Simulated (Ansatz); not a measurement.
# C2H8Si2: the cost of one run

Program: Ansatz 0.2.0, driven from Python. Level of theory: B3LYP/def2-SVP. These are calculated values, not measurements.

### Step 1. Starting point

Bond lengths: Si1–C2 1.817 Å, C2–C3 1.459 Å, C2–Si4 1.855 Å, C3–Si4 1.865 Å, Si1–H5 1.520 Å, Si1–H6 1.546 Å, Si1–H7 1.481 Å, C2–H8 1.044 Å, C3–H9 1.096 Å, C3–H10 1.123 Å, Si4–H11 1.412 Å, Si4–H12 1.496 Å. Angles (14 of 24 angles, heavy atoms first): Si1–C2–C3 119.6°, Si1–C2–Si4 112.0°, C3–C2–Si4 67.3°, C2–C3–Si4 66.5°, C2–Si4–C3 46.2°, Si1–C2–H8 115.1°, C3–C2–H8 116.5°, Si4–C2–H8 117.9°, C2–Si1–H5 110.7°, C2–Si1–H6 110.4°, C2–Si1–H7 114.6°, C2–C3–H9 124.2°, C2–C3–H10 120.4°, Si4–C3–H9 113.2°.

The script reads c2h8si2.xyz:

```xyz
12

Si   -0.89400    1.11250   -0.88250
C    -0.47180   -0.00870    0.48400
C     0.89420   -0.03850    0.99560
Si    0.48020   -1.48880   -0.10170
H    -2.04470    0.55140   -1.70100
H    -1.41080    2.46200   -0.33180
H     0.23060    1.42080   -1.79580
H    -1.23330   -0.16280    1.18100
H     1.71130    0.57880    0.60550
H     1.09630   -0.33410    2.06020
H     1.28640   -1.45160   -1.25980
H     0.43280   -2.69610    0.78020
```

### Step 2. The code

opt.py

```python
"""Geometry optimisation of C2H8Si2."""

import warnings

import ansatz as az
import numpy as np


def main() -> None:
    warnings.simplefilter("ignore", az.DeckWarning)

    molecule = az.Crystal.molecule_from_extxyz("c2h8si2.xyz")

    base = molecule.calculation()
    base = base.basis(gaussian="def2-SVP").functional("B3LYP")
    base = base.scf(lower_state_search="standard")
    symbols = [site.symbol for site in molecule.cartesian_sites]
    start = np.array([site.position_ang for site in molecule.cartesian_sites], dtype=float)
    def progress(event):
        if event["event"] == "relax_step":
            row = event["data"]
            print(f"step {row['step']:3d}  E = {row['lagrangian_ev']:.6f} eV  max force {row['allowed_force_max_ev_ang']:.4f} eV/A")


    report = base.relax(force_tolerance=0.02, max_steps=100).session().plan().execute(on_event=progress).report
    end = np.array(report["positions_ang"])

    print(f"E = {report['free_energy_ev']:.6f} eV = {report['free_energy_ev'] / 27.211386246:.7f} Ha")
    print("converged:", report["converged"], " doubts:", report["published_state_doubts"] or "none")

    print("final positions (A) and the move of each atom")
    for symbol, xyz, old in zip(symbols, end, start):
        print(f"{symbol:2s} {xyz[0]:10.5f} {xyz[1]:10.5f} {xyz[2]:10.5f}   {np.linalg.norm(xyz - old):7.4f}")


if __name__ == "__main__":
    main()
```

### Step 3. The calls as engine input

The package turns the script's settings into the engine's input:

```yaml
crystal:
  periodic: [false, false, false]
  atoms:
    - { symbol: Si, position_ang: [-0.894, 1.1125, -0.8825] }
    - { symbol: C, position_ang: [-0.4718, -0.0087, 0.484] }
    - { symbol: C, position_ang: [0.8942, -0.0385, 0.9956] }
    - { symbol: Si, position_ang: [0.4802, -1.4888, -0.1017] }
    - { symbol: H, position_ang: [-2.0447, 0.5514, -1.701] }
    - { symbol: H, position_ang: [-1.4108, 2.462, -0.3318] }
    - { symbol: H, position_ang: [0.2306, 1.4208, -1.7958] }
    - { symbol: H, position_ang: [-1.2333, -0.1628, 1.181] }
    - { symbol: H, position_ang: [1.7113, 0.5788, 0.6055] }
    - { symbol: H, position_ang: [1.0963, -0.3341, 2.0602] }
    - { symbol: H, position_ang: [1.2864, -1.4516, -1.2598] }
    - { symbol: H, position_ang: [0.4328, -2.6961, 0.7802] }
basis:
  gaussian:
    orbitals: def2-SVP
hamiltonian:
  xc: b3lyp
scf:
  lower_state_search: standard
relax:
  f_tol: 0.02
  max_steps: 100
```

### Step 4. Launch

On the command line:

```console
> python opt.py
```

**Question.** How long does this script take on 1 thread of Intel Xeon Platinum 8375C at 2.90GHz (Ice Lake), shared host, and how much memory does it need?

About 54 s, with a peak of 0.3 GiB.
